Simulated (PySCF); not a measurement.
# GeO (Germanium monoxide): the cost of one run

Programs: PySCF 2.14.0, with density-fitted response routines of our own. Each step states its level of theory. These are calculated values for one molecule in the gas phase, unless marked as measured. Atoms count from 0, in the outputs and in this text.

## 1. The molecule as given

2 atoms, charge 0, multiplicity 1; geometry from: GFN2-xTB.

Bonds of the start (Å): O0–Ge1 1.58.

## 2. Relaxing the molecule at PBE0-D3(BJ)/def2-SVP

What the job is given:

```
{"job": {"xc": "PBE0", "basis": "def2-SVP", "d3": "d3bj", "grid": 1, "kind": "geom"}, "charge": 0, "multiplicity": 1}
O      0.790670    -0.006730    -0.004550
Ge    -0.785160     0.009260    -0.023740
```

The run is started by

```console
OMP_NUM_THREADS=1 python probes_run.py task.json out
```

One launch serves the whole session: the jobs run in the order shown.

Q: Estimate the wall time and peak memory of this first job on 1 thread of Intel Xeon Platinum 8259CL at 2.50GHz, shared host.

About 3.7 s, with a peak of 0.25 GiB.
